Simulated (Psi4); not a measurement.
# USCAN/def2-QZVPP (density fitting, core potential, sweep point 6) run of SnH2F (SMILES [F][SnH2])

Aim: energy and one-electron properties of SnH2F. The job is set up through a Python script.

The calculation is run with Psi4 1.11.

2 further runs of the same task are left out: 2 set aside as unsound or not needed.

### 1 The structure to begin with

SnH2F: 4 atoms, total charge 0, spin state doublet. As SMILES, `[F][SnH2]`. The shape is that of a PBE0-D4/def2-TZVP optimisation.

Bond lengths: F1–Sn2 1.932 Å, Sn2–H3 1.726 Å, Sn2–H4 1.726 Å. Angles: F1–Sn2–H3 103.3°, F1–Sn2–H4 103.3°, H3–Sn2–H4 113.3°.

### 2 The charge distribution at USCAN/def2-QZVPP (density fitting, core potential, sweep point 6)

Contents of run.py:

```python
import psi4

psi4.set_memory(1600000000)
psi4.set_num_threads(1)
psi4.core.set_output_file('output.dat', False)

molecule = psi4.geometry("""
0 2
F     -1.552600    -0.190000     0.640700
Sn     0.028300    -0.242200    -0.468300
H      1.184100    -1.054400     0.524100
H      0.395700     1.426200    -0.716700
symmetry c1
""")

psi4.set_options({
    'basis': 'def2-QZVPP',
    'reference': 'uks',
    'puream': True,
    'scf_type': 'df',
    'dft_radial_points': 99,
    'dft_spherical_points': 590,
    'maxiter': 100,
})

E, wfn = psi4.energy('SCAN', return_wfn=True)
psi4.oeprop(wfn, 'DIPOLE', 'QUADRUPOLE', 'MULLIKEN_CHARGES', 'LOWDIN_CHARGES', title='SCAN')
print('E =', round(E, 9))
```

Command:

```bash
$ python run.py
```

What values should one expect? Wanted: total energy; dipole moment; HOMO energy; LUMO energy; ⟨S²⟩.

Computed results:

At USCAN/def2-QZVPP (density fitting, core potential, sweep point 6):

| quantity | value |
| --- | --- |
| total energy | -315.41632 Eh |
| dipole moment | 2.59 D |
| HOMO energy (highest over α and β) | -6.02 eV |
| LUMO energy (lowest over α and β) | -4.20 eV |
| ⟨S²⟩ | 0.754 |
